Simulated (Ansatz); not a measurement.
**Re: stress in a strained cell**

Aim: deform Re (zz strain of +2 %) and compute stress, forces and field gradients with LAPW, PAW and all-electron datasets made for the crystal.

Computed with Ansatz 0.2.0 (DFT PBEsol, scalar-relativistic, unless a step's input says otherwise).

## (1) Starting point

Symmetry: P6_3/mmc, No. 194, hexagonal system. Conventional cell: a = 2.603 Å, b = 2.603 Å, c = 4.162 Å, α = 90.00°, β = 90.00°, γ = 120.00°. Re (site symmetry -6m2) is surrounded by 12 Re at 2.57 to 2.60 Å.

Structure file:

```xyz
2
Lattice="2.6029 0.0000 0.0000 -1.3015 2.2542 0.0000 0.0000 0.0000 4.1620" Properties=species:S:1:pos:R:3 pbc="T T T"
Re    0.0000    1.5028    1.0405
Re    1.3015    0.7514    3.1215
```

Atoms are numbered in the order of the input: Re1, Re2.

## (2) The deformed structure

Space group P6_3/mmc before, P6_3/mmc after.

## (3) All-electron LAPW

input.yaml reads:

```yaml
crystal:
  lattice:
    - [2.6029010724, 0.0, 0.0]
    - [-1.3014505362, 2.2541784522, 0.0]
    - [0.0, 0.0, 4.24524]
  atoms:
    - { symbol: Re, position: [0.3333333333, 0.6666666667, 0.25] }
    - { symbol: Re, position: [0.6666666667, 0.3333333333, 0.75] }
kpoints:
  mp_grid: { grid: [18, 18, 10] }
  band_path:
    path:
      - [0.0, 0.0, 0.0]
      - [0.5, 0.0, 0.0]
      - [0.3333333333, 0.3333333333, 0.0]
      - [0.0, 0.0, 0.0]
      - [0.0, 0.0, 0.5]
      - [0.5, 0.0, 0.5]
      - [0.3333333333, 0.3333333333, 0.5]
      - [0.0, 0.0, 0.5]
      - [0.5, 0.0, 0.5]
    npoints: 5
scf:
  occupations: { method: fermi_dirac, width: 0.05 }
hamiltonian:
  xc: pbesol
  pseudopotentials: { kind: all_electron, lapw: { basis_error: 0.00025 } }
output:
  forces: true
  stress: true
  eigenvalues: true
```

On the command line:

```
ansatz run input.yaml --threads 1 --pin off --max-ram 3072MiB --backend cpu --events-out ev --progress --plain --runs-dir out
```

## (4) Frozen-core PAW

input.yaml reads:

```yaml
crystal:
  lattice:
    - [2.6029010724, 0.0, 0.0]
    - [-1.3014505362, 2.2541784522, 0.0]
    - [0.0, 0.0, 4.24524]
  atoms:
    - { symbol: Re, position: [0.3333333333, 0.6666666667, 0.25] }
    - { symbol: Re, position: [0.6666666667, 0.3333333333, 0.75] }
kpoints:
  mp_grid: { grid: [18, 18, 10] }
scf:
  occupations: { method: fermi_dirac, width: 0.05 }
hamiltonian:
  xc: pbesol
  pseudopotentials: { kind: paw }
output:
  forces: true
  stress: true
  eigenvalues: true
  efg: { contact_densities: true }
```

## (5) Datasets made for this crystal

Edit input.yaml of step 4 so:

```diff
@@ -14,3 +14,3 @@
   xc: pbesol
-  pseudopotentials: { kind: paw }
+  pseudopotentials: { kind: all_electron, datasets: crystal }
 output:
```

(Steps that only read results are left out.)

**Question.** What will these runs give? Wanted: pressure; largest shear or deviatoric stress.

The runs gave:

```
                                 quantity                                              value
                                 pressure  LAPW 85.13, PAW 85.39, crystal datasets 85.13 GPa
largest shear or deviatoric stress (LAPW)                                           5.07 GPa
```

In words: The largest part of the stress beyond the pressure is 5.07 GPa in size, in the zz component; the atoms are carried along and not relaxed. No run of the undeformed cell stands beside it, so the pressure holds what the given cell had before the change. PAW: stress within 0.27 GPa of LAPW. Crystal datasets: stress within 0.01 GPa of LAPW. Spin-orbit coupling is left out, though the cell holds Re; in elements this heavy it can shift bands and gaps by tenths of an eV.
